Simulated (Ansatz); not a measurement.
# SnCl2 (SMILES [Cl][Sn][Cl]) at wB97M-V/def2-SVP (core potential)

What is the electronic atomisation energy of SnCl2 at wB97M-V/def2-SVP (core potential)? 

The results are computed with Ansatz 0.2.0.

32 further runs of the same task are left out: 32 set aside as unsound or not needed.

### Step 1. The molecule

SnCl2 has 3 atoms, charge 0, and is taken as a singlet. SMILES: `[Cl][Sn][Cl]`. The coordinates come from a PBE0-D4/def2-TZVP relaxation.

Bond lengths: Cl1–Sn2 2.363 Å, Sn2–Cl3 2.363 Å. Angles: Cl1–Sn2–Cl3 98.4°.

### Step 2. A single-point energy at wB97M-V/def2-SVP (core potential)

job.yaml

```yaml
crystal:
  periodic: [false, false, false]
  atoms:
    - {symbol: Cl, position_ang: [1.154200, 1.220700, 0.756000]}
    - {symbol: Sn, position_ang: [-0.796900, 0.518900, -0.376600]}
    - {symbol: Cl, position_ang: [-0.368200, -1.804500, -0.392600]}
basis:
  gaussian:
    orbitals: def2-SVP
hamiltonian:
  xc: {name: wB97M-V}
accuracy: high
output: {orbitals: {seedname: orbitals}}
```

On the command line:

```bash
ansatz run job.yaml --threads 1 --pin off --max-ram 3480MiB --events-out events.jsonl --progress --plain --runs-dir runs
```

The log of the run:

```text
Warning: RAYON_NUM_THREADS=1 ignored (pool sized by the plan → 1); use --threads N
Functional definition: wB97M-V
  name "wB97M-V"
  parameter omega = 0.3/bohr
  parameter cx = 0.15
  parameter cx01 = 1.007
  parameter cx10 = 0.259
  parameter css00 = 0.443
  parameter css04 = -1.437
  parameter css10 = -4.535
  parameter css20 = -3.390
  parameter css43 = 4.278
  parameter cos00 = 1.000
  parameter cos10 = 1.358
  parameter cos20 = 2.924
  parameter cos21 = -8.812
  parameter cos60 = -1.390
  parameter cos61 = 9.142
  parameter b = 6.0
  parameter c = 0.01
  gx(w, u) = 1 - cx + cx01*u + cx10*w
  gss(w, u) = css00 + css04*u^4 + css10*w + css20*w^2 + css43*w^4*u^3
  gos(w, u) = cos00 + cos10*w + (cos20 + cos21*u)*w^2 + (cos60 + cos61*u)*w^6
  exchange = spin_sum(e_x_unif_sr(omega)*gx(b97_w, b97_u_x)) + cx*exact_x_sr(omega) + exact_x_lr(omega)
  correlation = spin_sum(e_c_pw_mod_same_spin*gss(b97_w, b97_u_same))
      + integral(e_c_pw_mod_opposite_spin*gos(b97_w_opposite, b97_u_opposite)) + vv10(b, c)
1269 factors; integrals over basis functions are off by at most 6.3e-9 eV
286 factors; integrals over basis functions are off by at most 1.5e-9 eV
mean field evaluation 1: about -30867.8681 eV, gradient 2.0e1 eV
mean field evaluation 2: about -30868.5422 eV, gradient 1.8e1 eV
mean field evaluation 4: about -30869.3614 eV, gradient 2.1e-1 eV
mean field evaluation 8: about -30869.3946 eV, gradient 8.2e-3 eV
mean field evaluation 16: about -30869.3946 eV, gradient 7.7e-6 eV
mean field -30869.39463953 eV, -1134.4293289755 hartree, gradient 5.8e-8 eV, S^2 0.000000; 0 other end points of the search recorded, 0 dependent functions left out
reference -30869.39464287 eV, -1134.4293290984 hartree; 28, 28 occupied and 34, 34 virtual orbitals, 1269 factors
Total energy: -30869.39464287 eV, -1134.4293290984 hartree
```

Run time: 44 s. Hardware: 1 thread of Arm Neoverse V1, shared host; peak memory 0.39 GiB.

### Step 3. The Cl atom

input.yaml

```yaml
basis:
  gaussian:
    orbitals: def2-SVP
crystal:
  periodic: [false, false, false]
  atoms:
    - {symbol: Cl, position_ang: [0.000000, 0.000000, 0.000000]}
magnetization:
  spin_polarized: true
  initial_magnetization: 1
accuracy: high
hamiltonian:
  xc: {name: wB97M-V}
```

Run the same way, it converges to -459.96766 Eh (log not shown).

### Step 4. The Sn atom

molecule.yaml

```yaml
basis:
  gaussian: {orbitals: def2-SVP}
crystal:
  periodic: [false, false, false]
  atoms:
    - {symbol: Sn, position_ang: [0.000000, 0.000000, 0.000000]}
accuracy: high
magnetization: {spin_polarized: true, initial_magnetization: 2}
hamiltonian: {xc: {name: wB97M-V}}
```

Run the same way, it converges to -214.20122 Eh (log not shown).

### Step 5. Results

At wB97M-V/def2-SVP (core potential):

```
                     quantity           value
       molecule: total energy  -1134.42933 Eh
        molecule: HOMO energy        -9.81 eV
        molecule: LUMO energy        -1.15 eV
      molecule: HOMO–LUMO gap         8.66 eV
        Cl atom: total energy   -459.96766 Eh
                Cl atom: ⟨S²⟩           0.751
        Sn atom: total energy   -214.20122 Eh
                Sn atom: ⟨S²⟩           2.003
electronic atomisation energy        7.967 eV
```

What this shows: Taking the molecule apart into free atoms costs 7.97 eV (769 kJ/mol), before zero-point energy and without spin-orbit coupling.
